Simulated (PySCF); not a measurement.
# C7H7Cl: the cost of one run

Programs: PySCF 2.14.0, with routines of our own; each step states its level. All values are computed. Atoms count from 0.

## 1. The system as given

15 atoms, charge 0, multiplicity 1; geometry from: GFN2-xTB.

## 2. Magnetic properties: GIAO B3LYP/pcSseg-1

Job settings and geometry (Å):

```
{"job": {"kind": "mag", "xc": "B3LYP", "basis": "pcSseg-1", "isotopologues": 2}, "charge": 0, "multiplicity": 1}
C      2.364535    -0.436178    -0.744181
C      1.816701    -0.663840     0.449581
Cl     2.766128    -1.341199     1.746841
C      0.466108    -0.392831     0.777410
C     -0.537522    -0.402171     1.637991
C     -0.837713     0.138985     0.298766
C     -1.397831     1.348613    -0.338523
C     -1.791385    -0.045072    -0.814542
H      3.395457    -0.656686    -0.950629
H      1.770252    -0.017944    -1.537015
H     -0.904192    -0.629421     2.609236
H     -0.765810     1.944996    -0.980619
H     -2.137333     1.927882     0.195256
H     -2.792113    -0.390236    -0.598269
H     -1.419696    -0.376910    -1.773214
```

With the program's defaults for keys left out, this is: GIAO B3LYP/pcSseg-1 magnetisability, rotational g tensor and spin-rotation constants, non-relativistic, gas phase.

Started as:

```bash
$ OMP_NUM_THREADS=1 python excited_run.py task.json out
```

This one command runs all jobs of the session in turn.

Q: Estimate the wall time and peak memory of this first job on 1 thread of Arm Neoverse V1, shared host.

About 29 s, with a peak of 0.79 GiB.
